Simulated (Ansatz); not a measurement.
# ClH5O3SiTi: the cost of one run

Method: RKS PBE0-D4/def2-SVP, in Ansatz 0.2.0.

### Step 1. The starting structure

Bond lengths: Ti1–Cl2 2.370 Å, Ti1–O3 1.920 Å, O3–H4 1.010 Å, Ti1–O5 1.919 Å, O5–H6 1.010 Å, Ti1–O7 1.919 Å, Ti1–Si8 3.194 Å, O7–Si8 1.680 Å, Si8–H9 1.460 Å, Si8–H10 1.460 Å, Si8–H11 1.460 Å. Angles (14 of 23 angles, heavy atoms first): Cl2–Ti1–O3 109.5°, Cl2–Ti1–O5 109.5°, Cl2–Ti1–O7 109.5°, Cl2–Ti1–Si8 84.3°, O3–Ti1–O5 109.5°, O3–Ti1–O7 109.5°, O3–Ti1–Si8 124.1°, O5–Ti1–O7 109.5°, O5–Ti1–Si8 116.2°, O7–Ti1–Si8 25.5°, Ti1–O7–Si8 125.0°, Ti1–Si8–O7 29.5°, Ti1–O3–H4 109.5°, Ti1–O5–H6 109.5°.

Coordinates:

```xyz
11

Ti    0.0000    0.0000    0.0000
Cl    0.0000    0.0000    2.3700
O     1.8106    0.0000   -0.6394
H     2.1269   -0.9521   -0.7560
O    -0.9043    1.5667   -0.6394
H    -1.8621    1.3360   -0.8617
O    -0.9043   -1.5667   -0.6394
Si   -1.7860   -2.6287    0.3184
H    -1.3764   -2.4828    1.7121
H    -3.2095   -2.3281    0.1961
H    -1.5394   -3.9994   -0.1197
```

### Step 2. Relaxing the start

The input, input.yaml:

```yaml
crystal:
  periodic: [false, false, false]
  atoms:
    - { symbol: Ti, position_ang: [0.0, 0.0, 0.0] }
    - { symbol: Cl, position_ang: [0.0, 0.0, 2.37] }
    - { symbol: O, position_ang: [1.8106, 0.0, -0.6394] }
    - { symbol: H, position_ang: [2.1269, -0.9521, -0.756] }
    - { symbol: O, position_ang: [-0.9043, 1.5667, -0.6394] }
    - { symbol: H, position_ang: [-1.8621, 1.336, -0.8617] }
    - { symbol: O, position_ang: [-0.9043, -1.5667, -0.6394] }
    - { symbol: Si, position_ang: [-1.786, -2.6287, 0.3184] }
    - { symbol: H, position_ang: [-1.3764, -2.4828, 1.7121] }
    - { symbol: H, position_ang: [-3.2095, -2.3281, 0.1961] }
    - { symbol: H, position_ang: [-1.5394, -3.9994, -0.1197] }
basis:
  gaussian: { orbitals: def2-SVP }
hamiltonian:
  xc: pbe0
  dispersion: d4
relax:
  f_tol: 0.02
  max_steps: 40
output:
  orbitals: {}
```

Run with:

```sh
ansatz run input.yaml --threads 4 --pin off --max-ram 5120MiB --backend cpu --events-out ev --progress --plain --runs-dir out
```

What time and memory should one allow on 4 threads of AMD EPYC 7B13 (Zen 3), shared host?

About 42 s, with a peak of 0.41 GiB.
